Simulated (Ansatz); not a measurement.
**GaBGeH+ (triplet): the correlation ladder, cc-pVDZ**

An exercise on one series of results from a longer session: the logs are not shown, and one member is left open.

Program: Ansatz 0.2.0, Gaussian basis. Level of theory: cc-pVDZ, core rule «outside noble gas», up to 29 orbitals frozen. These are calculated values, not measurements.

Plan: UHF; CCSD(T) on ROHF; CCSD(T) on UHF; BCCD(T) on ROHF; CISD; CCSDT(Q) on ROHF; CCSDT(Q) on UHF; CASSCF and NEVPT2, 10 electrons in 10 orbitals.

37 further runs of the same task are left out: 1 for a known fault of the program, 2 for a mislabelled method, 17 that didn't finish, 17 set aside as unsound or not needed.

### The geometry

The geometry is a PBE0/def2-TZVP stationary point (not a proven minimum) of the parent state, kept for this charge and spin. No spin-orbit coupling is included. The filled d shell of Ge, Ga may be among the frozen orbitals whatever the setting's name suggests; the logs give the count.

4 atoms, charge 1, spin multiplicity 3.

Atoms are counted from 1 here; the program's logs count them from 0.

Bond lengths: B1–Ge2 1.894 Å, B1–Ga3 1.989 Å, Ge2–Ga3 2.532 Å, Ga3–H4 1.555 Å. Angles: Ge2–B1–Ga3 81.4°, B1–Ge2–Ga3 51.0°, B1–Ga3–Ge2 47.7°, B1–Ga3–H4 159.5°, Ge2–Ga3–H4 152.8°.

Set-up of the first run:

Contents of in.yaml:

```yaml
crystal:
  periodic: [false, false, false]
  atoms:
    - {symbol: B, position_ang: [0.000000, -1.370482, 0.096984]}
    - {symbol: Ge, position_ang: [0.000000, 0.130907, 1.251342]}
    - {symbol: Ga, position_ang: [0.000000, 0.065420, -1.279968]}
    - {symbol: H, position_ang: [0.000000, 0.739999, -2.681488]}
basis:
  gaussian: {orbitals: cc-pVDZ}
total_charge: 1
magnetization: {spin_polarized: true, initial_magnetization: 2}
hamiltonian: {xc: hf}
output: {orbitals: {seedname: orbitals}}
```

The run is started by

```
$ ansatz run in.yaml --threads 1 --pin off --events-out ev --progress --plain --max-ram 2393MiB
```

Steps of the session up to this table: UHF; CCSD(T) on ROHF; CCSD(T) on UHF; BCCD(T) on ROHF; CISD; CCSDT(Q) on ROHF; CCSDT(Q) on UHF; CASSCF and NEVPT2, 10 electrons in 10 orbitals.

One of the session's tables, all rows but one given; the rest of the session is left out.

It belongs to the step «Misses and costs». 

| method | from RCCSDT(Q) (kJ/mol) |
| --- | --- |
| ROHF | +592.3 |
| UHF | +568.3 |
| RMP2 | ? |
| UMP2 | +134.9 |
| RCCSD | +37.7 |
| UCCSD | +37.1 |
| RCCSD(T) | +7.5 |
| UCCSD(T) | +8.0 |
| BCCD(T) | +7.1 |
| RCCSDT | +2.6 |
| UCCSDT | +2.2 |
| RCCSDT(Q) | 0 |
| UCCSDT(Q) | -0.5 |
| CASSCF frontier | +360.4 |
| NEVPT2 frontier | +96.0 |

**Question.** Estimate the row for RMP2.

The run gave: from RCCSDT(Q) (kJ/mol): +127.0. In the column «from RCCSDT(Q) (kJ/mol)» it lies between NEVPT2 frontier (+96.0) and UMP2 (+134.9).

Not comparable, so not listed: CISD (they don't share determinant, frozen orbitals or solution with the rows shown, or repeat one).

To keep in mind: Restricted and unrestricted rows rest on different reference determinants; where their highest levels disagree by more than a few hundredths of an eV, they describe different states and don't form one ladder.
